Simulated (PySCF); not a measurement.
# Bi2 (Bi2+): the cost of one run

The runs use PySCF 2.14.0; several levels, as the steps say, no spin–orbit coupling.

4 further runs of the same task are left out: 2 for a known fault of the program, 2 that didn't finish.

### 1 The starting structure

2 atoms, charge 1, spin multiplicity 2.

Bond lengths: Bi1–Bi2 2.781 Å.

Coordinates:

```
atom   x (Å)   y (Å)    z (Å)
 Bi1  0.0000  0.0000   1.3907
 Bi2  0.0000  0.0000  -1.3907
```

An earlier session relaxed this geometry at BP86, Bi def2-SVP with ECP60 (doublet, point group D∞h).

At BP86 on the finer grid: E = -429.323759 Eh, HOMO -10.72 eV, LUMO -10.69 eV (over both spins), ⟨S²⟩ = 0.751, Mulliken charge on Bi1 +0.50 e, largest force component 0.018 eV/Å. 

Levels to run: revPBE; PBE; r2SCAN; PBE0; BP86, TZVP; BP86, x2c-SVP. Hardware: 2 threads of Arm Neoverse V2, shared host.

### 2 revPBE

run.py (the lines that set the calculation) reads:

```python
mol = gto.M(atom='''
Bi     0.00000     0.00000     1.39074
Bi     0.00000     0.00000    -1.39074''',
    basis={'Bi': 'def2-SVP'},
    ecp={'Bi': 'def2-SVP'},
    charge=1, spin=1)
mf = dft.UKS(mol, xc='PBE_R,PBE')
mf.grids.atom_grid = (75, 302)
mf = mf.density_fit()  # fitting sets: Bi def2-universal-JKFIT
mf.conv_tol = 1e-08; mf.max_cycle = 55
mf.kernel(dm0)  # dm0: the density of the relaxed state
```

The run is started by

```
> OMP_NUM_THREADS=2 python run.py
```

**Question.** How long does this run take on 2 threads of Arm Neoverse V2, shared host?

About 1.3 s.
